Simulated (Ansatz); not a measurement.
# BF3H with multiplicity 2: reaction (atom abstraction by a radical)

Wanted: the energy profile along the reaction (atom abstraction by a radical), from relaxed end points and a band of images. Meant to form: F2–H5; to break: B1–F2. The start is a guess near the saddle point, from which both ends are pulled out.

Method: UKS PBE/def2-SVP, in Ansatz 0.2.0.

## (1) The structure to begin with

Bond lengths: B1–F2 1.570 Å, B1–F3 1.320 Å, B1–F4 1.320 Å. Angles: F2–B1–F3 120.0°, F2–B1–F4 120.0°, F3–B1–F4 120.0°.

Structure file:

```xyz
5

B     0.0000    0.0000    0.0000
F     0.0000    0.0000    1.5700
F     1.1431    0.0000   -0.6600
F    -1.1431    0.0000   -0.6600
H     0.0000    0.0000    2.7900
```

## (2) Pulling towards end A

Springs on the bonds that form and break draw the guess towards this end; the thresholds are loose.

input.yaml reads:

```yaml
crystal:
  periodic: [false, false, false]
  atoms:
    - { symbol: B, position_ang: [0.0, 0.0, 0.0] }
    - { symbol: F, position_ang: [0.0, 0.0, 1.57] }
    - { symbol: F, position_ang: [1.1431, 0.0, -0.66] }
    - { symbol: F, position_ang: [-1.1431, 0.0, -0.66] }
    - { symbol: H, position_ang: [0.0, 0.0, 2.79] }
magnetization:
  spin_polarized: true
  initial_magnetization: 1
basis:
  gaussian: { orbitals: def2-SVP }
hamiltonian:
  xc: pbe
relax:
  f_tol: 0.15
  max_steps: 25
  restrain:
    - { distance: [1, 4], at: 2.12, k: 30.0 }
    - { distance: [0, 1], at: 1.32, k: 30.0 }
```

On the command line:

```sh
$ ansatz run input.yaml --threads 1 --pin off --max-ram 2048MiB --backend cpu --events-out ev --progress --plain --runs-dir out
```

What it wrote:

```text
Warning: RAYON_NUM_THREADS=1 ignored (pool sized by the plan → 1); use --threads N
The last accepted step is kept in <dir> (removed where the run ends without a failure and the disk answers)
Engine: ansatz 0.2.0, x86_64-unknown-linux-gnu
Functional definition: PBE
  parameter kappa = 0.804
  parameter beta = 0.06672455060314922
  exchange = pbe_x(kappa = kappa, mu = beta*pi^2/3)
  correlation = pbe_c(beta = beta)
656 factors; their error is unknown
mean field evaluation 1: about -8825.5685 eV, gradient 2.7e1 eV
mean field evaluation 2: about -8820.0744 eV, gradient 5.1e1 eV
mean field evaluation 4: about -8827.7655 eV, gradient 1.0e0 eV
mean field evaluation 8: about -8827.7739 eV, gradient 2.6e-2 eV
mean field evaluation 16: about -8827.7412 eV, gradient 4.3e-5 eV
mean field -8827.74123248 eV, -324.4135066359 hartree, gradient 4.3e-5 eV, S^2 0.752545; 0 other end points of the search recorded, 0 dependent functions left out
the calculation of the forces begins
reference -8827.74126617 eV, -324.4135078740 hartree; 17, 16 occupied and 44, 45 virtual orbitals, 656 factors
relax step   1: F+E_penalty+E_count = -8827.74123248 eV  Δ(F+E_penalty+E_count) = +0.000e0 eV  max|allowed force component| = 4.995e0 eV/Å  E_restraint = 13.08750000 eV  max|allowed force component, restraints' pulls added| = 3.950e1 eV/Å  Δτ_max = 0.0000 Å  (27 SCF iters, accepted)
  distance F 1 - H 4 = 1.2200 Å
  distance B 0 - F 1 = 1.5700 Å
these checks for a lower state are left out or cut short: starts, cluster_reference, orbital_swaps, neighbouring_geometries, increment
656 factors; their error is unknown
mean field -8829.06141053 eV, -324.4620222843 hartree, gradient 5.1e-5 eV, S^2 0.750571; 0 other end points of the search recorded, 0 dependent functions left out
the calculation of the forces begins
reference -8829.06144443 eV, -324.4620235301 hartree; 17, 16 occupied and 44, 45 virtual orbitals, 656 factors
relax step   2: F+E_penalty+E_count = -8829.06141053 eV  Δ(F+E_penalty+E_count) = -1.320e0 eV  max|allowed force component| = 4.041e0 eV/Å  E_restraint = 4.41232419 eV  max|allowed force component, restraints' pulls added| = 2.294e1 eV/Å  Δτ_max = 0.1948 Å  (29 SCF iters, accepted)
  distance F 1 - H 4 = 1.5863 Å
  distance B 0 - F 1 = 1.4164 Å
these checks for a lower state are left out or cut short: starts, cluster_reference, orbital_swaps, neighbouring_geometries, increment
656 factors; their error is unknown
mean field -8829.39404156 eV, -324.4742462492 hartree, gradient 3.0e-5 eV, S^2 0.750150; 0 other end points of the search recorded, 0 dependent functions left out
the calculation of the forces begins
reference -8829.39407458 eV, -324.4742474624 hartree; 17, 16 occupied and 44, 45 virtual orbitals, 656 factors
relax step   3: F+E_penalty+E_count = -8829.39404156 eV  Δ(F+E_penalty+E_count) = -3.326e-1 eV  max|allowed force component| = 4.023e0 eV/Å  E_restraint = 0.46558836 eV  max|allowed force component, restraints' pulls added| = 5.710e0 eV/Å  Δτ_max = 0.1949 Å  (30 SCF iters, accepted)
  distance F 1 - H 4 = 1.9596 Å
  distance B 0 - F 1 = 1.2472 Å
these checks for a lower state are left out or cut short: starts, cluster_reference, orbital_swaps, neighbouring_geometries, increment
656 factors; their error is unknown
mean field evaluation 32: about -8829.6908 eV, gradient 7.5e-2 eV
mean field -8829.65911439 eV, -324.4839874959 hartree, gradient 1.2e-5 eV, S^2 0.750080; 0 other end points of the search recorded, 0 dependent functions left out
the calculation of the forces begins
reference -8829.65914794 eV, -324.4839887288 hartree; 17, 16 occupied and 44, 45 virtual orbitals, 656 factors
relax step   4: F+E_penalty+E_count = -8829.65911439 eV  Δ(F+E_penalty+E_count) = -2.651e-1 eV  max|allowed force component| = 3.621e-1 eV/Å  E_restraint = 0.00179263 eV  max|allowed force component, restraints' pulls added| = 2.396e-1 eV/Å  Δτ_max = 0.1947 Å  (29 SCF iters, accepted)
  distance F 1 - H 4 = 2.1307 Å
  distance B 0 - F 1 = 1.3225 Å
these checks for a lower state are left out or cut short: starts, cluster_reference, orbital_swaps, neighbouring_geometries, increment
656 factors; their error is unknown
mean field -8829.66107353 eV, -324.4840594931 hartree, gradient 3.2e-5 eV, S^2 0.750080; 0 other end points of the search recorded, 0 dependent functions left out
the calculation of the forces begins
reference -8829.66110703 eV, -324.4840607242 hartree; 17, 16 occupied and 44, 45 virtual orbitals, 656 factors
relax step   5: F+E_penalty+E_count = -8829.66107353 eV  Δ(F+E_penalty+E_count) = -1.959e-3 eV  max|allowed force component| = 3.592e-1 eV/Å  E_restraint = 0.00242160 eV  max|allowed force component, restraints' pulls added| = 2.813e-2 eV/Å  Δτ_max = 0.0085 Å  (24 SCF iters, accepted)
  distance F 1 - H 4 = 2.1320 Å
  distance B 0 - F 1 = 1.3241 Å
656 factors; their error is unknown
mean field -8829.66107353 eV, -324.4840594931 hartree, gradient 3.2e-5 eV, S^2 0.750080; 1 other end points of the search recorded, 0 dependent functions left out
the calculation of the forces begins
reference -8829.66110703 eV, -324.4840607242 hartree; 17, 16 occupied and 44, 45 virtual orbitals, 656 factors
Total energy: -8829.66110703 eV, -324.4840607242 hartree
Atom 0 at    -0.000000     0.000000    -0.084314 Å, force    -0.000000    -0.000000    -0.095088 eV/Å
Atom 1 at    -0.000000    -0.000000     1.239793 Å, force    -0.000000     0.000000    -0.243986 eV/Å
Atom 2 at     1.146564    -0.000000    -0.743648 Å, force    -0.001298     0.000000    -0.010044 eV/Å
Atom 3 at    -1.146563    -0.000000    -0.743648 Å, force     0.001298     0.000000    -0.010044 eV/Å
Atom 4 at     0.000000     0.000000     3.371817 Å, force    -0.000000    -0.000000     0.359161 eV/Å
Dipole moment:     0.000000    -0.000000    -0.035691 e Å
```

Run time: 20 s. Hardware: 1 thread of Intel Xeon at 2.50GHz (Skylake/Cascade Lake), shared host; peak memory 0.13 GiB.

Relaxation path:

| step | energy from step 1 (eV) | largest force component (eV/Å) |
| --- | --- | --- |
| 1 | 0.0000 | 4.9955 |
| 2 | -1.3202 | 4.0405 |
| 3 | -1.6528 | 4.0230 |
| 4 | -1.9179 | 0.3621 |
| 5 | -1.9198 | 0.3592 |

Step 1 is the start. Energies and forces in the table leave out the springs, which the log lists apart; the run stops on the force with the springs' pull added.

After: Bond lengths: B1–F2 1.324 Å, B1–F3 1.323 Å, B1–F4 1.323 Å. Angles: F2–B1–F3 119.9°, F2–B1–F4 119.9°, F3–B1–F4 120.2°.

## (3) Relaxing end A

It starts where the restrained run ended.

input.yaml reads:

```yaml
crystal:
  periodic: [false, false, false]
  atoms:
    - { symbol: B, position_ang: [0.0, 0.0, -0.084314] }
    - { symbol: F, position_ang: [0.0, 0.0, 1.239793] }
    - { symbol: F, position_ang: [1.146564, 0.0, -0.743648] }
    - { symbol: F, position_ang: [-1.146563, 0.0, -0.743648] }
    - { symbol: H, position_ang: [0.0, 0.0, 3.371817] }
magnetization:
  spin_polarized: true
  initial_magnetization: 1
basis:
  gaussian: { orbitals: def2-SVP }
hamiltonian:
  xc: pbe
relax:
  f_tol: 0.03
  max_steps: 50
```

On the command line:

```sh
$ ansatz run input.yaml --threads 1 --pin off --max-ram 2048MiB --backend cpu --events-out ev --progress --plain --runs-dir out
```

What it wrote (excerpt; [...] marks lines left out):

```text
Warning: RAYON_NUM_THREADS=1 ignored (pool sized by the plan → 1); use --threads N
[...]
[... 1 set-up line as earlier in the session ...]
[...]
656 factors; their error is unknown
[...]
mean field -8829.66107360 eV, -324.4840594955 hartree, gradient 2.4e-5 eV, S^2 0.750080; 0 other end points of the search recorded, 0 dependent functions left out
[...]
reference -8829.66110710 eV, -324.4840607266 hartree; 17, 16 occupied and 44, 45 virtual orbitals, 656 factors
[...]
Atom 0 at     0.000000     0.000000    -0.273209 Å, force    -0.000000    -0.000000     0.020393 eV/Å
Atom 1 at     0.000000    -0.000000     1.050851 Å, force     0.000000     0.000000    -0.027089 eV/Å
Atom 2 at     1.145907    -0.000000    -0.934758 Å, force     0.001513    -0.000000     0.001873 eV/Å
Atom 3 at    -1.145906    -0.000000    -0.934758 Å, force    -0.001513    -0.000000     0.001873 eV/Å
Atom 4 at    -0.000000    -0.000000     4.131873 Å, force    -0.000000    -0.000000     0.002950 eV/Å
Dipole moment:     0.000000     0.000000    -0.002507 e Å
```

It took 33 s on 1 thread of Intel Xeon at 2.50GHz (Skylake/Cascade Lake), shared host; peak memory 0.13 GiB.

Relaxation path:

| step | energy from step 1 (eV) | largest force component (eV/Å) |
| --- | --- | --- |
| 1 | 0.0000 | 0.3592 |
| 2 | -0.0401 | 0.2251 |
| 3 | -0.0759 | 0.1344 |
| 4 | -0.0911 | 0.2218 |
| 5x | -0.0819 | 0.8777 |
| 6 | -0.0930 | 0.0280 |
| 7 | -0.0957 | 0.0634 |
| 8 | -0.0971 | 0.0271 |

Step 1 is the start. 1 step was tried and not accepted (5; marked x where the table lists them).

After: Bond lengths: B1–F2 1.324 Å, B1–F3 1.323 Å, B1–F4 1.323 Å. Angles: F2–B1–F3 120.0°, F2–B1–F4 120.0°, F3–B1–F4 120.0°.

## (4) Pulling towards end B

Springs on the bonds that form and break draw the guess towards this end; the thresholds are loose.

input.yaml reads:

```yaml
crystal:
  periodic: [false, false, false]
  atoms:
    - { symbol: B, position_ang: [0.0, 0.0, 0.0] }
    - { symbol: F, position_ang: [0.0, 0.0, 1.57] }
    - { symbol: F, position_ang: [1.1431, 0.0, -0.66] }
    - { symbol: F, position_ang: [-1.1431, 0.0, -0.66] }
    - { symbol: H, position_ang: [0.0, 0.0, 2.79] }
magnetization:
  spin_polarized: true
  initial_magnetization: 1
basis:
  gaussian: { orbitals: def2-SVP }
hamiltonian:
  xc: pbe
relax:
  f_tol: 0.15
  max_steps: 25
  restrain:
    - { distance: [1, 4], at: 0.92, k: 30.0 }
    - { distance: [0, 1], at: 2.52, k: 30.0 }
```

On the command line:

```sh
$ ansatz run input.yaml --threads 1 --pin off --max-ram 2048MiB --backend cpu --events-out ev --progress --plain --runs-dir out
```

What it wrote:

```text
Warning: RAYON_NUM_THREADS=1 ignored (pool sized by the plan → 1); use --threads N
[... 7 set-up lines as earlier in the session ...]
656 factors; their error is unknown
mean field evaluation 1: about -8825.5685 eV, gradient 2.7e1 eV
mean field evaluation 2: about -8820.0744 eV, gradient 5.1e1 eV
mean field evaluation 4: about -8827.7655 eV, gradient 1.0e0 eV
mean field evaluation 8: about -8827.7739 eV, gradient 2.6e-2 eV
mean field evaluation 16: about -8827.7412 eV, gradient 4.3e-5 eV
mean field -8827.74123248 eV, -324.4135066359 hartree, gradient 4.3e-5 eV, S^2 0.752545; 0 other end points of the search recorded, 0 dependent functions left out
[... from here on, the SCF cycles and remarks between the steps are left out, and one step in 2 is shown ...]
relax step   1: F+E_penalty+E_count = -8827.74123248 eV  Δ(F+E_penalty+E_count) = +0.000e0 eV  max|allowed force component| = 4.995e0 eV/Å  E_restraint = 14.88750000 eV  max|allowed force component, restraints' pulls added| = 3.250e1 eV/Å  Δτ_max = 0.0000 Å  (27 SCF iters, accepted)
relax step   2: F+E_penalty+E_count = -8827.28777608 eV  Δ(F+E_penalty+E_count) = +4.535e-1 eV  max|allowed force component| = 1.099e0 eV/Å  E_restraint = 6.22179519 eV  max|allowed force component, restraints' pulls added| = 2.508e1 eV/Å  Δτ_max = 0.1990 Å  (33 SCF iters, accepted)
relax step   4: F+E_penalty+E_count = -8827.41464583 eV  Δ(F+E_penalty+E_count) = -5.876e-2 eV  max|allowed force component| = 3.303e0 eV/Å  E_restraint = 0.02972088 eV  max|allowed force component, restraints' pulls added| = 3.303e0 eV/Å  Δτ_max = 0.1993 Å  (31 SCF iters, accepted)
relax step   6: F+E_penalty+E_count = -8827.96762124 eV  Δ(F+E_penalty+E_count) = -1.017e-2 eV  max|allowed force component| = 7.577e-1 eV/Å  E_restraint = 0.00489694 eV  max|allowed force component, restraints' pulls added| = 3.529e-1 eV/Å  Δτ_max = 0.0921 Å  (30 SCF iters, accepted)
relax step   8: F+E_penalty+E_count = -8828.12635985 eV  Δ(F+E_penalty+E_count) = -9.188e-2 eV  max|allowed force component| = 2.968e-1 eV/Å  E_restraint = 0.00268831 eV  max|allowed force component, restraints' pulls added| = 2.931e-1 eV/Å  Δτ_max = 0.1671 Å  (32 SCF iters, accepted)
relax step  10: F+E_penalty+E_count = -8828.14628211 eV  Δ(F+E_penalty+E_count) = -8.279e-3 eV  max|allowed force component| = 6.530e-1 eV/Å  E_restraint = 0.00027171 eV  max|allowed force component, restraints' pulls added| = 6.904e-1 eV/Å  Δτ_max = 0.0462 Å  (28 SCF iters, accepted)
relax step  12: F+E_penalty+E_count = -8828.15177510 eV  Δ(F+E_penalty+E_count) = -2.041e-3 eV  max|allowed force component| = 8.611e-1 eV/Å  E_restraint = 0.00008111 eV  max|allowed force component, restraints' pulls added| = 9.456e-1 eV/Å  Δτ_max = 0.0235 Å  (25 SCF iters, accepted)
relax step  14: F+E_penalty+E_count = -8828.17394281 eV  Δ(F+E_penalty+E_count) = -2.217e-2 eV  max|allowed force component| = 3.493e-1 eV/Å  E_restraint = 0.00161791 eV  max|allowed force component, restraints' pulls added| = 1.768e-1 eV/Å  Δτ_max = 0.0964 Å  (30 SCF iters, accepted)
relax step  16: F+E_penalty+E_count = -8828.19314766 eV  Δ(F+E_penalty+E_count) = -7.455e-3 eV  max|allowed force component| = 5.362e-1 eV/Å  E_restraint = 0.00065724 eV  max|allowed force component, restraints' pulls added| = 4.108e-1 eV/Å  Δτ_max = 0.0492 Å  (28 SCF iters, accepted)
relax step  18: F+E_penalty+E_count = -8828.19513902 eV  Δ(F+E_penalty+E_count) = -9.091e-4 eV  max|allowed force component| = 7.660e-1 eV/Å  E_restraint = 0.00012020 eV  max|allowed force component, restraints' pulls added| = 7.519e-1 eV/Å  Δτ_max = 0.0294 Å  (26 SCF iters, accepted)
relax step  20: F+E_penalty+E_count = -8828.21451724 eV  Δ(F+E_penalty+E_count) = -1.938e-2 eV  max|allowed force component| = 5.440e-1 eV/Å  E_restraint = 0.00062961 eV  max|allowed force component, restraints' pulls added| = 3.887e-1 eV/Å  Δτ_max = 0.0979 Å  (28 SCF iters, accepted)
relax step  22: F+E_penalty+E_count = -8828.22773897 eV  Δ(F+E_penalty+E_count) = -1.281e-3 eV  max|allowed force component| = 4.395e-1 eV/Å  E_restraint = 0.00132748 eV  max|allowed force component, restraints' pulls added| = 2.453e-1 eV/Å  Δτ_max = 0.0319 Å  (25 SCF iters, accepted)
relax step  24: F+E_penalty+E_count = -8828.23535542 eV  Δ(F+E_penalty+E_count) = -7.616e-3 eV  max|allowed force component| = 1.120e-1 eV/Å  E_restraint = 0.00349623 eV  max|allowed force component, restraints' pulls added| = 3.578e-1 eV/Å  Δτ_max = 0.0935 Å  (28 SCF iters, accepted)
relax step  25: F+E_penalty+E_count = -8828.23536634 eV  Δ(F+E_penalty+E_count) = -1.093e-5 eV  max|allowed force component| = 3.040e-1 eV/Å  E_restraint = 0.00189628 eV  max|allowed force component, restraints' pulls added| = 2.023e-1 eV/Å  Δτ_max = 0.0419 Å  (26 SCF iters, accepted)
  distance F 1 - H 4 = 0.9309 Å
  distance B 0 - F 1 = 2.5171 Å
[...]
this run last wrote the structure of step 25 to <dir>
Error: geometry relaxation did not converge after 25 steps: max|allowed force component| = 3.04e-1 eV/Å without the restraints, 2.02e-1 eV/Å with the forces of `relax.restrain` added, the figure compared with `relax.f_tol` (threshold 1.5e-1). Raise `relax.max_steps` over both its present limit and 25, loosen `relax.f_tol`, or start from a geometry closer to equilibrium; or lower a very stiff `relax.restrain[].k`, which can take fewer steps but ends farther from `at`. Where this run's directory can be resumed (`checkpoint.write`), a resume goes on for up to `relax.max_steps` more
```

Run time: 85 s. Hardware: 1 thread of Intel Xeon at 2.50GHz (Skylake/Cascade Lake), shared host; peak memory 0.13 GiB.

The steps of the relaxation:

| step | energy from step 1 (eV) | largest force component (eV/Å) |
| --- | --- | --- |
| 1 | 0.0000 | 4.9955 |
| 2 | 0.4535 | 1.0987 |
| 3 | 0.3853 | 3.9893 |
| 4 | 0.3266 | 3.3030 |
| 5 | -0.2162 | 0.4446 |
| 6 | -0.2264 | 0.7577 |
| 7 | -0.2933 | 1.0401 |
| 8 | -0.3851 | 0.2968 |
| 9 | -0.3968 | 0.5161 |
| 10 | -0.4050 | 0.6530 |
| 11 | -0.4085 | 0.7481 |
| 12 | -0.4105 | 0.8611 |
| 13x | -0.2912 | 2.5023 |
| 14 | -0.4327 | 0.3493 |
| 15 | -0.4445 | 0.3459 |
| 16 | -0.4519 | 0.5362 |
| 17 | -0.4530 | 0.6756 |
| 18 | -0.4539 | 0.7660 |
| 19x | -0.4243 | 2.0994 |
| 20 | -0.4733 | 0.5440 |
| 21 | -0.4852 | 0.4152 |
| 22 | -0.4865 | 0.4395 |
| 23x | -0.4613 | 1.7260 |
| 24 | -0.4941 | 0.1120 |
| 25 | -0.4941 | 0.3040 |

Step 1 is the start. 3 steps were tried and not accepted (13, 19, 23; marked x where the table lists them). Energies and forces in the table leave out the springs, which the log lists apart; the run stops on the force with the springs' pull added. It did not converge within 25 steps.

At the last step: Bond lengths: B1–F3 1.322 Å, B1–F4 1.322 Å, F2–H5 0.931 Å. Angles: F3–B1–F4 120.3°.

Pairs that crossed the distance rule for bonds on the way: came closer F2–H5; moved apart B1–F2.

## (5) End point B

It starts where the restrained run ended.

input.yaml reads:

```yaml
crystal:
  periodic: [false, false, false]
  atoms:
    - { symbol: B, position_ang: [0.0, 0.351218, -0.460349] }
    - { symbol: F, position_ang: [-1.3e-05, 0.57927, 2.046401] }
    - { symbol: F, position_ang: [1.146472, -0.304537, -0.413748] }
    - { symbol: F, position_ang: [-1.14648, -0.304526, -0.413766] }
    - { symbol: H, position_ang: [2.0e-05, -0.321426, 2.281463] }
magnetization:
  spin_polarized: true
  initial_magnetization: 1
basis:
  gaussian: { orbitals: def2-SVP }
hamiltonian:
  xc: pbe
relax:
  f_tol: 0.03
  max_steps: 50
output:
  orbitals: {}
```

On the command line:

```sh
$ ansatz run input.yaml --threads 1 --pin off --max-ram 2048MiB --backend cpu --events-out ev --progress --plain --runs-dir out
```

What it wrote (excerpt; [...] marks lines left out):

```text
Warning: RAYON_NUM_THREADS=1 ignored (pool sized by the plan → 1); use --threads N
[...]
[... 1 set-up line as earlier in the session ...]
[...]
656 factors; their error is unknown
[...]
mean field -8828.23536371 eV, -324.4316656233 hartree, gradient 2.4e-5 eV, S^2 0.751694; 0 other end points of the search recorded, 0 dependent functions left out
[...]
reference -8828.23539168 eV, -324.4316666514 hartree; 17, 16 occupied and 44, 45 virtual orbitals, 656 factors
[...]
Atom 0 at    -0.030819     0.352551    -0.274371 Å, force     0.006550    -0.005711     0.002616 eV/Å
Atom 1 at    -0.289541     0.386665     1.983540 Å, force    -0.001160    -0.003991     0.003143 eV/Å
Atom 2 at     1.011815    -0.465310    -0.070791 Å, force     0.005782     0.000075    -0.005266 eV/Å
Atom 3 at    -1.195737    -0.159024    -0.630422 Å, force    -0.006371     0.003251     0.002164 eV/Å
Atom 4 at     0.504282    -0.114883     2.032045 Å, force    -0.004802     0.006375    -0.002657 eV/Å
Dipole moment:     0.250764    -0.137806     0.233622 e Å
```

Wall time 70 s (1 thread of Intel Xeon at 2.50GHz (Skylake/Cascade Lake), shared host); peak memory 0.13 GiB.

The steps of the relaxation:

| step | energy from step 1 (eV) | largest force component (eV/Å) |
| --- | --- | --- |
| 1 | 0.0000 | 0.3040 |
| 2 | -0.0088 | 0.1893 |
| 3x | 0.0050 | 0.2790 |
| 4 | -0.0145 | 0.0683 |
| 5 | -0.0146 | 0.0170 |
| 6 | -0.0147 | 0.0724 |
| 7 | -0.0149 | 0.0397 |
| 8 | -0.0162 | 0.0377 |
| 9x | 0.0395 | 2.0202 |
| 10 | -0.0195 | 0.2922 |
| 11x | -0.0171 | 0.9240 |
| 12 | -0.0240 | 0.2187 |
| 13 | -0.0283 | 0.1911 |
| 14 | -0.0349 | 0.1906 |
| 15 | -0.0451 | 0.1171 |
| 16 | -0.0460 | 0.0575 |
| 17x | 0.0468 | 2.4215 |
| 18 | -0.0487 | 0.0710 |
| 19 | -0.0505 | 0.0066 |

Step 1 is the start. 4 steps were tried and not accepted (3, 9, 11, 17; marked x where the table lists them).

After: Bond lengths: B1–F3 1.341 Å, B1–F4 1.321 Å, F2–H5 0.940 Å. Angles: F3–B1–F4 119.4°.

[end of part 1 of 2]
